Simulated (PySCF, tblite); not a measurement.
# C3H4FN3: geometry, infrared bands, NMR shifts and spin-spin couplings

What infrared bands, NMR shifts and spin-spin couplings should C3H4FN3 (`Cc1[nH]nnc1F`) show?

Programs: tblite 0.8.0 and PySCF 2.14.0, with density-fitted response routines of our own. Each step states its level of theory. These are calculated values for one molecule in the gas phase, unless marked as measured. Atoms count from 0, in the outputs and in this text.

## (1) Starting geometry

11 atoms, charge 0, multiplicity 1; geometry from: force field or distance geometry start.

Bonds of the start (Å): C0–C1 1.46, C1–N2 1.39, N2–N3 1.34, N3–N4 1.32, N4–C5 1.37, C5–F6 1.34, C5–C1 1.37, C0–H7 1.10, C0–H8 1.09, C0–H9 1.10, N2–H10 1.01.

## (2) Geometry optimisation with GFN2-xTB

Job settings and geometry (Å):

```
{"job": {"kind": "relax", "xc": "GFN2-xTB", "basis": "xTB"}, "charge": 0, "multiplicity": 1}
C     -1.462100    -0.067500    -0.132100
C     -0.012000     0.031900    -0.018100
N      0.809700    -1.036100     0.302100
N      2.093300    -0.665700     0.338900
N      2.155500     0.623600     0.081200
C      0.879900     1.060900    -0.146900
F      0.552500     2.323900    -0.451800
H     -1.900500     0.912000    -0.378900
H     -1.744200    -0.776600    -0.916500
H     -1.921800    -0.402300     0.814100
H      0.554900    -2.001400     0.481800
```

Command:

```console
$ OMP_NUM_THREADS=1 python probes_run.py task.json out
```

One launch serves the whole session: the jobs run in the order shown.

**Question.** This job is followed by: GFN2-xTB harmonic vibrations, gas phase; GIAO PBE0/pcSseg-1 NMR shielding, non-relativistic, gas phase; B3LYP/pcJ-1 indirect spin-spin coupling, non-relativistic, gas phase. Predict these results of the whole session: strongest single infrared mode (GFN2-xTB); zero-point energy (GFN2-xTB); 13C shifts against TMS (PBE0/pcSseg-1); 1H shifts against TMS (PBE0/pcSseg-1, means over atoms taken as alike); 15N shifts against NH3 (PBE0/pcSseg-1); 19F shifts against CFCl3 (PBE0/pcSseg-1); surface potential, 1st and 99th percentile; largest coupling of the table (B3LYP/pcJ-1).

As calculated:

| quantity | value |
| --- | --- |
| strongest single infrared mode (GFN2-xTB) | 1238 cm⁻¹, 100 km/mol |
| zero-point energy (GFN2-xTB) | 48.3 kcal/mol |
| 13C shifts against TMS (PBE0/pcSseg-1) | 168.8, 120.3, 7.9 ppm |
| 1H shifts against TMS (PBE0/pcSseg-1, means over atoms taken as alike) | 10.60, 2.45 ppm |
| 15N shifts against NH3 (PBE0/pcSseg-1) | 381.2, 360.8, 251.8 ppm |
| 19F shifts against CFCl3 (PBE0/pcSseg-1) | -165.3 ppm |
| surface potential, 1st and 99th percentile | -1.93 V and 2.76 V |
| largest coupling of the table (B3LYP/pcJ-1) | 1J(C,F) C5–F6, -309.9 Hz |

Over 14 steps the energy fell by 0.112 eV; of the close pairs, N3–N4 changed most, 1.316 to 1.277 Å. All 27 modes are real, so the xTB geometry is a minimum. The strongest single mode, at 1238 cm⁻¹, is spread over several atoms, C1, N3, H10, N2 among them. Unscaled tight-binding wavenumbers are off by several per cent, some by more. Its intensities can rank the bands wrongly. At PBE0/pcSseg-1: Shielding is most anisotropic at N3 (span 533 ppm, paramagnetic term -428 ppm). NICS(1)zz of -31 ppm above the planar ring from C1 marks a diatropic (aromatic) ring current. Of the pairs tabulated at B3LYP/pcJ-1, C5–F6 couples most strongly (-309.9 Hz; Fermi contact -308.0 Hz).
